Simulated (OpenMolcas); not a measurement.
**Er³⁺ among point charges: CASSCF levels and susceptibility**

How does a field of 6 point charges split the states of Er³⁺, and what χT follows?

The numbers are computed with OpenMolcas 26.06 (state-averaged CASSCF, spin-orbit coupling by RASSI with atomic mean-field integrals), except any that are marked as measured or tabulated.

### 1 The atom as given

| Item | Value |
| --- | --- |
| Species | Er³⁺ (erbium, Z = 68, 65 electrons) |
| Basis | ANO-RCC-VDZP [7s6p4d2f1g], 68 functions |
| Scalar Hamiltonian | DKH2, point nucleus |
| Inactive shells | 1s 2s 2p 3s 3p 3d 4s 4p 4d 5s 5p |
| Active space | 11 electrons in 7 orbitals (4f) |
| Some configurations of this space | 4f¹¹ |
| Orbitals | optimised for the highest spin of each parity, averaged over all roots |

Outer shells as boxes (Hund's rule):

4f11
```
4f [↑↓][↑↓][↑↓][↑↓][↑ ][↑ ][↑ ]
```

The ion sits among 6 point charges of -0.5 e arranged as an octahedron (Oh), 2.21 Å from the ion.

The work runs as a chain of OpenMolcas steps in one folder; each step below is one input file. Labels, J, g values, rates, χT and fits are worked out afterwards by a script from the matrices that RASSI stores. The input lists half of the charges; inversion (Group=XYZ) makes the rest.

### 2 Basis and integrals

a.inp

```
&GATEWAY
Coord
1

Er 0.0 0.0 0.0
Basis=ANO-RCC-VDZP
Group=XYZ
NoMove
AngMom=0.0 0.0 0.0
AMFI
XField
3 Angstrom 0
2.210000 0.000000 0.000000 -0.500000
0.000000 2.210000 0.000000 -0.500000
0.000000 0.000000 2.210000 -0.500000
&SEWARD
```

On the command line:

```sh
$ OMP_NUM_THREADS=1 MOLCAS_MEM=2252 MOLCAS_PROJECT=a pymolcas a.inp > a.log
```

### 3 CASSCF: quartets of odd parity, 35 roots

a.inp

```
&RASSCF
FileOrb=start.orb
Symmetry=2
Spin=4
nActEl=11 0 0
Inactive=15 12
Ras2=0 7
CIRoot=35 35 1
SDav=35
CIMx=300
Iter=120 100
PrWF=0.3
OrbListing=Nothing
MaxOrb=0
>>> COPY $Project.JobIph JOB001
```

start.orb holds the contracted functions of the basis, ordered by shell, or the orbitals of the step before.

### 4 Reference wave functions, doublets of odd parity, 112 roots

a.inp

```
&RASSCF
FileOrb=start.orb
Symmetry=2
Spin=2
nActEl=11 0 0
Inactive=15 12
Ras2=0 7
CIRoot=112 112 1
SDav=112
CIMx=300
Iter=120 100
PrWF=0.3
OrbListing=Nothing
MaxOrb=0
CIOnly
>>> COPY $Project.JobIph JOB002
```

### 5 RASSI: spin-orbit coupling between the states

a.inp

```
&RASSI
NrOfJobIphs=2 30 73
1 2 3 4 5 6 7 8 9 10 11 12 13 14 15 16 17 18 19 20 21 22 23 24 25 26 27
28 29 30
1 2 3 4 5 6 7 8 9 10 11 12 13 14 15 16 17 18 19 20 21 22 23 24 25 26 27
28 29 30 31 32 33 34 35 36 37 38 39 40 41 42 43 44 45 46 47 48 49 50 51
52 53 54 55 56 57 58 59 60 61 62 63 64 65 66 67 68 69 70 71 72 73
IphNames
JOB001
JOB002
EJob
SpinOrbit
DIPRint=1.0
SOCoupling=1000.0
Subsets=2
Property=9
'ANGMOM' 1 'ANGMOM' 2 'ANGMOM' 3 'MLTPL  1' 1 'MLTPL  1' 2 'MLTPL  1' 3
'AMFI' 1 'AMFI' 2 'AMFI' 3
SOProperty=3
'ANGMOM' 1 'ANGMOM' 2 'ANGMOM' 3
```

**Question.** What will these runs give? Wanted: spin-free ground state; first state of the same spin within the active space; lowest level; next level.

As calculated:

```
                                            quantity                            value
                                              method                           CASSCF
                              spin-free ground state  4A1, 1-fold in its orbital part
first state of the same spin within the active space                 4T1 at 13.6 cm⁻¹
                                        lowest level                        4-fold Γ8
                                          next level                        21.5 cm⁻¹
                                         χT at 300 K                  11.43 cm³ K/mol
                           effective moment at 300 K                          9.56 μB
```

**Reading.** The spin-free ground state (4A1) comes to 100 % from free-ion I terms and keeps the highest spin of the shell. The doublets rest on orbitals optimised for another spin in at least one step, which raises them against the optimised states. Not all states of the active space went into the spin-orbit step. High states of lower spin are left out of the spin-orbit mixing, and CASSCF puts spin-flip levels too high. This is an electrostatic model: the charges have no orbitals.
